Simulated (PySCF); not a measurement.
# A gas-phase reaction: H3NOZn + BH3 → BH4NOZn + H2

Aim: the reaction energy of `[NH2][Zn][OH]` + `B` → `B[NH][Zn][OH]` + `[H][H]`.

Computed with PySCF 2.14.0; each step states its level. No surroundings beyond the atoms listed, unless a continuum is named. Atoms count from 0, parts from 1.

### 1 The system as given

Each species was relaxed by itself at PBE0-D3(BJ)/def2-SVPD.

### 2 Reaction energy: wB97M-D3(BJ)/def2-TZVPD

What the job is given:

```
{"job": {"kind": "react", "xc": "wB97M-D3(BJ)", "basis": "def2-TZVPD"}, "charge": 0, "multiplicity": 1}
-1 H3NOZn charge 0 multiplicity 1
N     -1.038040     0.757470    -0.576820
Zn     0.208820    -0.201580     0.307220
O      1.312980    -1.126990     1.351780
H     -1.717460     0.324250    -1.188080
H     -0.884000     1.718460    -0.852210
H      2.117720    -1.471610     0.958100

-1 BH3 charge 0 multiplicity 1
B      0.002520     0.000310     0.000000
H     -0.855130    -0.844720     0.008910
H     -0.300480     1.165600    -0.003690
H      1.163190    -0.319940    -0.005760

+1 BH4NOZn charge 0 multiplicity 1
B     -1.056030    -0.892810    -0.846920
N      0.282600    -0.805730    -0.462840
Zn     0.842070     0.581620     0.591440
O      1.452310     1.900430     1.613050
H     -1.446640    -1.800370    -1.546130
H     -1.833390    -0.038050    -0.467700
H      0.916820    -1.525540    -0.787960
H      0.842260     2.580460     1.907060

+1 H2 charge 0 multiplicity 1
H      0.380270     0.003660     0.003060
H     -0.380270    -0.003660    -0.003060
```

With the program's defaults for keys left out, this is: wB97M-D3(BJ)/def2-TZVPD reaction energy of separated species, gas phase.

The run is started by

```
OMP_NUM_THREADS=1 python cluster_run.py task.json out
```

The driver reads the jobs from task.json and runs them one after another.

Standard output:

```text
species 1 (H3NOZn)
coarse grid: 25160 points
cycle   1  E = -1911.1379773983  dE = -1.983e-01  |g| = 1.133e+00  |ddm| = 2.032e+00
cycle   2  E = -1910.9791237050  dE =  1.589e-01  |g| = 1.788e+00  |ddm| = 1.834e+00
cycle   3  E = -1911.3164865080  dE = -3.374e-01  |g| = 1.036e-01  |ddm| = 9.161e-01
cycle   4  E = -1911.3181824717  dE = -1.696e-03  |g| = 5.956e-02  |ddm| = 9.120e-02
cycle   5  E = -1911.3187896978  dE = -6.072e-04  |g| = 1.290e-02  |ddm| = 4.576e-02
cycle   6  E = -1911.3188544049  dE = -6.471e-05  |g| = 8.273e-03  |ddm| = 2.179e-02
cycle   7  E = -1911.3188704377  dE = -1.603e-05  |g| = 1.797e-03  |ddm| = 8.346e-03
cycle   8  E = -1911.3188729787  dE = -2.541e-06  |g| = 6.498e-04  |ddm| = 4.956e-03
final grid: 51360 points
cycle   9  E = -1911.3187637474  dE = -1.340e-07  |g| = 6.845e-04  |ddm| = 2.310e-03
cycle  10  E = -1911.3187637183  dE =  2.916e-08  |g| = 1.129e-03  |ddm| = 6.365e-04
cycle  11  E = -1911.3187638127  dE = -9.444e-08  |g| = 7.752e-05  |ddm| = 3.680e-04
cycle  12  E = -1911.3187638156  dE = -2.830e-09  |g| = 6.083e-05  |ddm| = 1.402e-04
cycle  13  E = -1911.3187638171  dE = -1.522e-09  |g| = 9.713e-06  |ddm| = 1.330e-04
cycle  14  E = -1911.3187638171  dE = -4.502e-11  |g| = 3.837e-06  |ddm| = 1.620e-05
converged SCF energy = -1911.3187638171

species 2 (BH3)
coarse grid: 12600 points
cycle   1  E = -26.6116533750  dE = -2.473e-01  |g| = 9.645e-02  |ddm| = 1.124e+00
cycle   2  E = -26.6159609251  dE = -4.308e-03  |g| = 2.771e-02  |ddm| = 1.105e-01
cycle   3  E = -26.6162867401  dE = -3.258e-04  |g| = 8.167e-03  |ddm| = 3.407e-02
cycle   4  E = -26.6163209552  dE = -3.422e-05  |g| = 8.492e-04  |ddm| = 1.284e-02
cycle   5  E = -26.6163215534  dE = -5.981e-07  |g| = 1.190e-04  |ddm| = 1.678e-03
final grid: 27328 points
cycle   6  E = -26.6163029879  dE = -1.558e-08  |g| = 4.031e-05  |ddm| = 8.871e-04
cycle   7  E = -26.6163029890  dE = -1.177e-09  |g| = 1.160e-05  |ddm| = 1.414e-04
cycle   8  E = -26.6163029892  dE = -1.251e-10  |g| = 3.122e-06  |ddm| = 3.175e-05
converged SCF energy = -26.6163029892

species 3 (BH4NOZn)
coarse grid: 32808 points
cycle   1  E = -1936.6371263977  dE = -6.859e-02  |g| = 1.126e+00  |ddm| = 2.728e+00
cycle   2  E = -1936.4832301802  dE =  1.539e-01  |g| = 1.783e+00  |ddm| = 2.962e+00
cycle   3  E = -1936.8139552413  dE = -3.307e-01  |g| = 9.249e-02  |ddm| = 1.372e+00
cycle   4  E = -1936.8153937116  dE = -1.438e-03  |g| = 5.958e-02  |ddm| = 1.155e-01
cycle   5  E = -1936.8159890589  dE = -5.953e-04  |g| = 1.448e-02  |ddm| = 4.992e-02
cycle   6  E = -1936.8160532841  dE = -6.423e-05  |g| = 6.208e-03  |ddm| = 2.311e-02
cycle   7  E = -1936.8160624445  dE = -9.160e-06  |g| = 2.193e-03  |ddm| = 7.896e-03
final grid: 67936 points
cycle   8  E = -1936.8159574034  dE = -1.048e-06  |g| = 2.455e-03  |ddm| = 5.233e-03
cycle   9  E = -1936.8159570584  dE =  3.450e-07  |g| = 3.015e-03  |ddm| = 4.139e-03
cycle  10  E = -1936.8159587095  dE = -1.651e-06  |g| = 2.003e-04  |ddm| = 2.144e-03
cycle  11  E = -1936.8159587367  dE = -2.716e-08  |g| = 1.561e-04  |ddm| = 5.915e-04
cycle  12  E = -1936.8159587446  dE = -7.947e-09  |g| = 3.543e-05  |ddm| = 3.243e-04
cycle  13  E = -1936.8159587448  dE = -1.819e-10  |g| = 1.243e-05  |ddm| = 4.177e-05
converged SCF energy = -1936.8159587448

species 4 (H2)
coarse grid: 4944 points
cycle   1  E = -1.1694185694  dE = -2.751e-01  |g| = 9.866e-03  |ddm| = 4.504e-01
cycle   2  E = -1.1694528145  dE = -3.425e-05  |g| = 1.161e-03  |ddm| = 9.676e-03
cycle   3  E = -1.1694534967  dE = -6.822e-07  |g| = 1.815e-04  |ddm| = 1.918e-03
final grid: 10744 points
cycle   4  E = -1.1694520765  dE = -2.408e-08  |g| = 4.115e-05  |ddm| = 3.871e-04
cycle   5  E = -1.1694520777  dE = -1.271e-09  |g| = 9.631e-06  |ddm| = 9.178e-05
cycle   6  E = -1.1694520778  dE = -7.532e-11  |g| = 3.020e-07  |ddm| = 2.873e-05
converged SCF energy = -1.1694520778

Reaction energy = -32.322 kcal/mol
```

Wall time 25 s (1 thread of Arm Neoverse V1, shared host); peak memory 0.72 GiB.

Species by species (with the dispersion term, which the log's SCF energies lack):

```
 ν        species  energy (Eh)  HOMO (eV)
-1  [NH2][Zn][OH]  -1911.32250      -9.42
-1              B    -26.61783     -12.37
+1  B[NH][Zn][OH]  -1936.82217     -10.69
+1         [H][H]     -1.16967     -14.48
```

### 3 Energies of the species: PBE0-D3(BJ)/def2-TZVPD

Same as in step 2 but for these lines:

```diff
@@ -1,2 +1,2 @@
-{"job": {"kind": "react", "xc": "wB97M-D3(BJ)", "basis": "def2-TZVPD"}, "charge": 0, "multiplicity": 1}
+{"job": {"kind": "react", "xc": "PBE0", "basis": "def2-TZVPD", "disp": "d3bj"}, "charge": 0, "multiplicity": 1}
 -1 H3NOZn charge 0 multiplicity 1
```

Method: PBE0-D3(BJ)/def2-TZVPD reaction energy of separated species, gas phase.

Standard output:

```text
species 1 (H3NOZn)
coarse grid: 25160 points
cycle   1  E = -1910.6338278458  dE = -1.183e-01  |g| = 1.302e+00  |ddm| = 2.142e+00
cycle   2  E = -1909.7629016832  dE =  8.709e-01  |g| = 2.764e+00  |ddm| = 2.908e+00
cycle   3  E = -1910.8551144866  dE = -1.092e+00  |g| = 2.514e-01  |ddm| = 2.108e+00
cycle   4  E = -1910.8618708251  dE = -6.756e-03  |g| = 1.861e-01  |ddm| = 2.899e-01
cycle   5  E = -1910.8675192528  dE = -5.648e-03  |g| = 1.443e-02  |ddm| = 1.004e-01
cycle   6  E = -1910.8675419590  dE = -2.271e-05  |g| = 1.123e-02  |ddm| = 1.495e-02
cycle   7  E = -1910.8675584791  dE = -1.652e-05  |g| = 1.594e-03  |ddm| = 5.517e-03
cycle   8  E = -1910.8675590222  dE = -5.431e-07  |g| = 2.403e-04  |ddm| = 1.694e-03
final grid: 51360 points
cycle   9  E = -1910.8675310486  dE = -1.914e-08  |g| = 3.974e-04  |ddm| = 1.939e-03
cycle  10  E = -1910.8675309855  dE =  6.314e-08  |g| = 7.735e-04  |ddm| = 7.069e-04
cycle  11  E = -1910.8675310754  dE = -8.994e-08  |g| = 4.371e-05  |ddm| = 4.312e-04
cycle  12  E = -1910.8675310757  dE = -2.656e-10  |g| = 1.599e-05  |ddm| = 3.371e-05
converged SCF energy = -1910.8675310757

species 2 (BH3)
coarse grid: 2952 points
cycle   1  E = -26.5640313141  dE = -2.475e-01  |g| = 8.205e-02  |ddm| = 1.101e+00
cycle   2  E = -26.5663923945  dE = -2.361e-03  |g| = 2.617e-02  |ddm| = 1.219e-01
cycle   3  E = -26.5666144980  dE = -2.221e-04  |g| = 1.029e-02  |ddm| = 3.106e-02
cycle   4  E = -26.5666496913  dE = -3.519e-05  |g| = 4.267e-04  |ddm| = 8.931e-03
cycle   5  E = -26.5666497594  dE = -6.814e-08  |g| = 1.354e-05  |ddm| = 6.937e-04
final grid: 27328 points
cycle   6  E = -26.5657312121  dE = -1.020e-05  |g| = 2.066e-03  |ddm| = 1.703e-02
cycle   7  E = -26.5657319500  dE = -7.379e-07  |g| = 1.282e-03  |ddm| = 2.565e-03
cycle   8  E = -26.5657324839  dE = -5.339e-07  |g| = 3.466e-05  |ddm| = 1.113e-03
cycle   9  E = -26.5657324843  dE = -4.570e-10  |g| = 3.352e-06  |ddm| = 3.840e-05
converged SCF energy = -26.5657324843

species 3 (BH4NOZn)
coarse grid: 32808 points
cycle   1  E = -1936.0878354610  dE = -6.825e-02  |g| = 1.292e+00  |ddm| = 3.037e+00
cycle   2  E = -1935.2490217208  dE =  8.388e-01  |g| = 2.750e+00  |ddm| = 3.992e+00
cycle   3  E = -1936.3027755004  dE = -1.054e+00  |g| = 2.651e-01  |ddm| = 2.697e+00
cycle   4  E = -1936.3111287816  dE = -8.353e-03  |g| = 1.925e-01  |ddm| = 3.954e-01
cycle   5  E = -1936.3167681026  dE = -5.639e-03  |g| = 2.317e-02  |ddm| = 1.208e-01
cycle   6  E = -1936.3168965342  dE = -1.284e-04  |g| = 7.502e-03  |ddm| = 2.694e-02
cycle   7  E = -1936.3169077163  dE = -1.118e-05  |g| = 1.223e-03  |ddm| = 6.490e-03
cycle   8  E = -1936.3169079615  dE = -2.452e-07  |g| = 6.545e-04  |ddm| = 1.742e-03
final grid: 67936 points
cycle   9  E = -1936.3169011045  dE =  1.141e-07  |g| = 1.159e-03  |ddm| = 3.465e-03
cycle  10  E = -1936.3169006061  dE =  4.984e-07  |g| = 2.077e-03  |ddm| = 1.892e-03
cycle  11  E = -1936.3169013380  dE = -7.319e-07  |g| = 8.686e-05  |ddm| = 1.218e-03
cycle  12  E = -1936.3169013390  dE = -1.005e-09  |g| = 7.456e-06  |ddm| = 7.144e-05
cycle  13  E = -1936.3169013390  dE = -1.137e-11  |g| = 3.733e-06  |ddm| = 1.014e-05
converged SCF energy = -1936.3169013390

species 4 (H2)
coarse grid: 1240 points
cycle   1  E = -1.1670609573  dE = -2.327e-01  |g| = 2.266e-02  |ddm| = 4.588e-01
cycle   2  E = -1.1672483986  dE = -1.874e-04  |g| = 3.233e-03  |ddm| = 1.896e-02
cycle   3  E = -1.1672528546  dE = -4.456e-06  |g| = 9.769e-05  |ddm| = 2.761e-03
final grid: 10744 points
cycle   4  E = -1.1681371823  dE = -1.931e-06  |g| = 2.742e-04  |ddm| = 1.574e-03
cycle   5  E = -1.1681372106  dE = -2.830e-08  |g| = 3.990e-05  |ddm| = 2.446e-04
cycle   6  E = -1.1681372113  dE = -6.322e-10  |g| = 1.266e-06  |ddm| = 3.106e-05
converged SCF energy = -1.1681372113

Reaction energy = -33.158 kcal/mol
```

Run time: 12 s. Hardware: 1 thread of Arm Neoverse V1, shared host; peak memory 0.62 GiB.

Reaction energy at this level: -33.16 kcal/mol.

### 4 Side by side

Energies in kcal/mol, with wall time:

```
                    run  reaction  time
wB97M-D3(BJ)/def2-TZVPD    -32.32  25 s
 PBE0-D3(BJ)/def2-TZVPD    -33.16  12 s
```

### 5 Results

| quantity | value |
| --- | --- |
| reaction energy (wB97M-D3(BJ)/def2-TZVPD) | -32.32 kcal/mol |
| ΔH, ΔG at 298 K (xTB thermal terms) | -35.0, -32.7 kcal/mol |
| range of the reaction energy over the runs of this table | -33.16 to -32.32 kcal/mol |

**Reading.** The reaction is exothermic by 35.0 kcal/mol in the gas phase; dispersion gives -0.73, and xTB itself gave -18.12 for the electronic energy (xTB energies and thermal terms come from the earlier relaxation of each species, not shown). No barrier was sought. xTB and this level differ widely in the electronic energy, so what comes from xTB (the thermal terms above all) is less safe here. The reaction energy runs from -33.16 (PBE0-D3(BJ)/def2-TZVPD) to -32.32 kcal/mol (wB97M-D3(BJ)/def2-TZVPD).
